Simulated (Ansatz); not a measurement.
# AgB2 (P6/mmm) in Ansatz: notebook, part 2 of 2

Ansatz 0.2.0. The steps go on from the part before.

## 5. Single point, HSE06 form with a typed share of exact exchange

input.yaml reads:

```yaml
crystal:
  lattice:
    - [3.0, 0.0, 0.0]
    - [-1.5, 2.5980762114, 0.0]
    - [0.0, 0.0, 3.24]
  atoms:
    - { symbol: Ag, position: [0.0, 0.0, 0.0] }
    - { symbol: B, position: [0.6666666667, 0.3333333333, 0.5] }
    - { symbol: B, position: [0.3333333333, 0.6666666667, 0.5] }
hamiltonian:
  xc: { exchange: pbe, correlation: pbe, exx: { coeff: 0.25, omega: 0.3 } }
  pseudopotentials: { kind: paw }
kpoints:
  mp_grid: { grid: [5, 5, 4] }
scf:
  occupations: { method: fermi_dirac, width: 0.05 }
output:
  forces: true
  stress: true
  eigenvalues: true
```

Potentials or basis: Ansatz PAW.

Started as:

```bash
ansatz run input.yaml --threads 2 --pin off --max-ram 5632MiB --backend cpu --events-out ev --progress --plain --runs-dir out
```

Log:

```text
Warning: output.stress: scf.convergence.dr2_threshold = 1e-7 eV (the SCF's general default) is looser than the 3e-10 eV advised for a printed stress (1e-10 eV for each atom of the cell: 3). What an SCF threshold leaves in a stress goes as its square root, and in the free energy as the threshold itself, and one threshold admits the most on a small cell: of the crystals measured, under no hybrid functional and no lock of the moments, on runs that ended without the residual-converged pass, on stresses that held no estimate of that error, the worst erred by over 100 MPa in a component at 1e-7 eV an atom and by under 5 at 1e-10. Set scf.convergence.dr2_threshold to 3e-10 eV or tighter. The threshold is an SCF's pass mark: one that does not reach it within its budget of iterations ends unconverged, or closes short of it on a stop that the run arms, and scf.convergence.dr2_threshold's page says what that costs each kind of run
Warning: output.stress: scf.exx.energy_threshold = 1e-6 eV is looser than the 3e-8 eV advised for a stress under a hybrid functional (1e-8 eV for each atom of the cell: 3). Every SCF of the exchange loop can meet its threshold on dr2 while the loop round them stops early: no threshold on dr2 bounds what that leaves in the stress. Set scf.exx.energy_threshold to 3e-8 eV or tighter. The threshold is the loop's pass mark: a loop that does not reach it within its budget of cycles ends unconverged, and scf.exx.energy_threshold's page has the law
Warning: RAYON_NUM_THREADS=2 ignored (pool sized by the plan → 2); use --threads N
Engine: ansatz 0.2.0, aarch64-unknown-linux-gnu
Pseudopotentials: kind: paw
Pseudopotential: Ag, paw, valence charge 19, recommended cutoff 420 eV (normal), Ag.paw.azcp
Pseudopotential: B, paw, valence charge 3, recommended cutoff 420 eV (normal), B.paw.azcp
Functional definition: unnamed
  parameter a_1 = 0.25
  parameter omega_1 = 0.3/angstrom
  exchange = pbe_x + (-a_1)*pbe_x_sr(omega_1) + a_1*exact_x_sr(omega_1)
  correlation = pbe_c
Crystal: 3 atoms, lattice volume = 25.253 Å³
Basis set: ecut = 420 eV, 491 PW (Γ), exchange–correlation on 48×48×48 points (8 copies of the dense FFT grid, shifted against one another)
Bands: 17, of which v1, the nominal top of the filled ones, is band 13 counted from 1 (12 counted from 0)
Symmetry: 24 space group operations
Space group: P6/mmm (ITA 191), of the structure as read, at distance tolerance 2.9e-5 Å
k-points: 15 of 100
Non-local potential: Ag, projectors of the file, l = 0: 3, l = 1: 2, l = 2: 2, l = 3: 1
Non-local potential: B, projectors of the file, l = 0: 2, l = 1: 2, l = 2: 1
PAW form: soft (Blöchl's): semilocal exchange-correlation on the pseudo side does not see the compensation charge
PAW frozen core: Ag, regenerated for the run's functional, and the local potential with it (the file was generated under x = pbe(κ = 0.804, μ = 0.2195149727645171), c = pbe(β = 0.06672455060314922))
PAW frozen core: B, regenerated for the run's functional, and the local potential with it (the file was generated under x = pbe(κ = 0.804, μ = 0.2195149727645171), c = pbe(β = 0.06672455060314922))
PAW one-centre angular grid: Ag, 590 points (default); XC on 96 Gauss nodes
PAW one-centre angular grid: B, 110 points (default); XC on 64 Gauss nodes
Initial density: superposition of atomic densities (neutral atoms: chi_scale 0, normalization atom), corrected by the library's trained network
Initial wavefunctions: pseudopotential atomic-orbital guess
Functional: x = pbe(κ = 0.804, μ = 0.2195149727645171), c = pbe(β = 0.06672455060314922), warm-up for x = pbe(κ = 0.804, μ = 0.2195149727645171) + 0.25 (exact − pbe) at short range (hse, ω = 0.3 Å⁻¹), c = pbe(β = 0.06672455060314922)
SCF iter   1: F=—  HF=-7899.574913 eV  |F-HF|=—  |Δ(HF+E_count)|=         —  Δρ=5.49e-3  dr2=6.71e-3  ethr=1.77e-3  ⟨swp⟩=5.8  Hψ=1015  notcnv=0
preconditioner: auto → none  [insulator: Δε(μ)=0.265 eV  Ē_g=12.745 eV  σ=0.050 eV  W_gap=0.84  n_scr=8 (ndim 8)  ℏωp=30.5 eV  f_vac=0.000  D(μ)=0.87/eV (n_scr^D=8)]
SCF iter   2: F=—  HF=-7899.573131 eV  |F-HF|=—  |Δ(HF+E_count)|=   1.78e-3  Δρ=2.26e-3  dr2=1.13e-3  ethr=2.68e-5  ⟨swp⟩=2.9  Hψ=491  notcnv=0
iter 3 solved again at ethr=1.12e-7 eV; its pass at ethr=4.52e-6 eV (dr2=2.79e-5 eV) is discarded
SCF iter   3: F=—  HF=-7899.572897 eV  |F-HF|=—  |Δ(HF+E_count)|=   2.34e-4  Δρ=4.64e-4  dr2=2.63e-5  ethr=1.12e-7  ⟨swp⟩=2.7  Hψ=1002  notcnv=0
SCF iter   4: F=—  HF=-7899.572891 eV  |F-HF|=—  |Δ(HF+E_count)|=   5.96e-6  Δρ=1.01e-4  dr2=7.25e-7  ethr=1.05e-7  ⟨swp⟩=3.0  Hψ=567  notcnv=0
SCF iter   5: F=—  HF=-7899.572892 eV  |F-HF|=—  |Δ(HF+E_count)|=   5.31e-7  Δρ=1.11e-5  dr2=6.72e-9  ethr=2.90e-9  ⟨swp⟩=2.6  Hψ=457  notcnv=0
SCF iter   6: F=-7899.572892 eV  HF=-7899.572892 eV  |F-HF|=4.27e-11  |Δ(HF+E_count)|=   1.08e-8  Δρ=1.68e-6  dr2=2.91e-10  ethr=2.69e-11  ⟨swp⟩=3.1  Hψ=578  notcnv=0
[... 13 lines left out ...]
SCF iter   5: F=—  HF=-7902.881701 eV  |F-HF|=—  |Δ(HF+E_count)|=   9.59e-5  Δρ=1.12e-4  dr2=1.61e-5  ethr=1.02e-6  ⟨swp⟩=3.0  Hψ=497  notcnv=0
SCF iter   6: F=—  HF=-7902.881760 eV  |F-HF|=—  |Δ(HF+E_count)|=   5.95e-5  Δρ=1.86e-4  dr2=1.06e-5  ethr=9.12e-9  ⟨swp⟩=3.7  Hψ=734  notcnv=0
SCF iter   7: F=-7902.881757 eV  HF=-7902.881757 eV  |F-HF|=8.93e-9  |Δ(HF+E_count)|=   3.37e-6  Δρ=1.30e-5  dr2=1.27e-6  ethr=9.12e-9  ⟨swp⟩=3.0  Hψ=541  notcnv=0
SCF 2 stopped early in 7 iterations: F = -7902.881757 eV  dr2 = 1.27e-6
hybrid outer 1: dexx = +4.586e-3 eV, tail = 1.07e-5 eV
Exchange kernel: α = 0.2500, screened, ω = 0.3000 Å⁻¹, Wigner–Seitz truncation, v(0) = 501.8387 eV·Å³, q-mesh 5×5×4, nearest image of the exchange supercell L = 12.96 Å, pair-density grid 15×15×15, without the augmentation charges, whose exchange is taken in its separable form by FFT convolution over the k-point mesh (sized by the pseudopotential files, 18×18×24 at the most), smooth part of the exact exchange by density-matrix convolution
Frozen-core exchange: fock
SCF iter   1: F=—  HF=-7902.881779 eV  |F-HF|=—  |Δ(HF+E_count)|=         —  Δρ=4.77e-5  dr2=2.61e-7  ethr=2.13e-7  ⟨swp⟩=3.6  Hψ=630  notcnv=0
preconditioner: auto → none  [insulator: Δε(μ)=0.117 eV  Ē_g=14.361 eV  σ=0.050 eV  W_gap=0.52  n_scr=8 (ndim 8)  ℏωp=30.5 eV  f_vac=0.000  D(μ)=1.36/eV (n_scr^D=20)]
SCF iter   2: F=—  HF=-7902.881779 eV  |F-HF|=—  |Δ(HF+E_count)|=   4.42e-8  Δρ=1.64e-5  dr2=3.87e-8  ethr=9.19e-10  ⟨swp⟩=3.0  Hψ=541  notcnv=0
SCF iter   3: F=-7902.881779 eV  HF=-7902.881779 eV  |F-HF|=7.04e-9  |Δ(HF+E_count)|=   1.00e-7  Δρ=5.65e-6  dr2=1.08e-8  ethr=6.04e-11  ⟨swp⟩=3.2  Hψ=650  notcnv=0
SCF 3 converged in 3 iterations: F = -7902.881779 eV  dr2 = 1.08e-8
  Residual-converged pass: ⟨swp⟩=2.0  Hψ=425  notcnv=0  max |occ|·‖R‖ = 2.0e-6 eV (tolerance 2.4e-6 eV)  dr2=1.08e-8  dr2_onsite=3.27e-10  max |Δocc| = 2.9e-12
hybrid outer 2: dexx = +1.859e-7 eV, tail = 3.01e-8 eV, Δε = 9.79e-4 eV (about 5.26e-5 eV left of the loop's levels)
hybrid SCF converged: 2 outer / 10 inner (+6 warm-up), last move |dexx| = 1.86e-7 eV, tail = 3.01e-8 eV
Stability not checked: this state was not tested for a lower state beside it, because the functional holds exact exchange (a hybrid, or Hartree-Fock), whose exchange loop this test does not read (fock_operator; see scf.lower_state_search)
Free energy (F): -7902.881779 eV
Frozen-core exchange: fock
Harris-Foulkes:  -7902.881779 eV  (|F-HF|=7.04e-9)
Internal energy: -7902.871324 eV  (E = F + TS)
E sigma→0 (E₀):  -7902.876551 eV
Entropy (-TS):   -0.010455 eV (-3.485 meV/atom)
Fermi energy:    18.109810 eV
--- Per-component energies (eV) ---
  E_band       = -212.579446
  E_kinetic    = 634.265859
  E_local      = -2350.131179  (includes V_loc(G=0)·N_el)
  E_nonlocal   = 105.379747
  E_hartree    = 1093.778422
  E_xc         = -206.376095
  E_vxc        = -254.920689  (∫ρ·V_xc dr)
  E_exx        = -86.607020  (= α·E_x^exact, valence–valence)
  E_paw        = -4022.979230  (= ΣΔE_a)
  E_vpaw       = -361.517649  (= ΣTr[D̂ρ^β])
  E_aug_tail   = 0.000328  (compensation charges beyond the density's cutoff)
  E_ewald      = -3069.599408
  E_core_change = -0.602748  (= ΣΔE_core)
  E_smearing   = -0.010455  (= −TS)
  E_closure    = -0.000000  (closes the sum)
  Σ components = -7902.881779   (vs F -7902.881779, Δ=0.00e0)
--- Forces (eV/Å), atoms counted from 1 ---
  atom   1  Ag     0.00000000    -0.00000000     0.00000000
  atom   2  B      0.00000000     0.00000000     0.00000000
  atom   3  B      0.00000000    -0.00000000     0.00000000
  max |Σ_I F_I| component: 3.70e-17 eV/Å
--- Stress (GPa, compression-positive) ---
       39.102403      -0.000000       0.000000
       -0.000000      39.102403       0.000000
        0.000000       0.000000      77.667806
  P = ⅓ Tr σ = 51.9575 GPa (519.575 kbar)
--- Band table (eV; the first three rows and the last of 15) ---
  k-point 0: bands = ["-79.4898", "-41.6455", "-41.6455", "-41.6285", "2.3558", "10.0969", "10.6774", "10.6774", "12.3240", "12.3240", "14.8937", "19.2736", "19.2736", "24.5280", "24.5280", "24.6682", "26.2577"]
  k-point 1: bands = ["-79.4892", "-41.6439", "-41.6439", "-41.6424", "3.2078", "9.4743", "10.9658", "10.9658", "11.9224", "11.9224", "13.2294", "18.5905", "18.5905", "26.0906", "26.1302", "26.1302", "28.3478"]
  k-point 2: bands = ["-79.4886", "-41.6562", "-41.6424", "-41.6424", "4.6410", "7.7737", "11.2988", "11.2988", "11.5658", "11.5658", "12.6179", "17.8896", "17.8896", "25.9339", "28.2479", "28.2479", "29.6245"]
  k-point 14: bands = ["-79.4804", "-41.7283", "-41.6884", "-41.6413", "6.4712", "8.1263", "10.0313", "11.0553", "11.3980", "12.7277", "15.9618", "16.4193", "16.9867", "19.4225", "23.7592", "27.4229", "32.6564"]
```

Run time: 6.3 s. Hardware: 2 threads of Arm Neoverse V2, shared host; peak memory 0.62 GiB.

What came out:

* Free energy: -7902.8818 eV
* Pressure: 52.0 GPa
* Band gap on the k mesh: none (metal or under the smearing width)

Caveat: the k mesh is coarse (spacing up to 0.48 Å⁻¹), so the values aren't converged, least of all with exact exchange; a pressure of tens of GPa on the cell as given is suspect, and the run, the potentials or the cell itself is likely at fault; the PAW data sets come from PBE, with cores solved anew for the run's functional, which leaves a small shift of forces and pressure; the thresholds are loose for stress.

## 6. Summary

```csv
screening (1/Å),gap on the mesh (eV),pressure (GPa)
0.1,none,51.7
0.15,none,51.5
0.2,none,51.6
0.3,none,52.0
```

Alike in all rows: task single point; level HSE06 form with a typed share of exact exchange; potentials or basis Ansatz PAW; no spin polarisation; cell as given; k mesh 5 × 5 × 4; cutoff (eV) 420; smearing fermi-dirac 0.05 eV; the mesh is coarse, so values aren't converged.

Caveats: all runs use coarse meshes; a pressure of tens of GPa on the cell as given is suspect, and the run, the potentials or the cell itself is likely at fault; the PAW data sets come from PBE, with cores solved anew for the run's functional, which leaves a small shift of forces and pressure; the thresholds are loose for stress.

Total energies depend on the potentials used, so only differences within one code and one set of settings carry meaning.
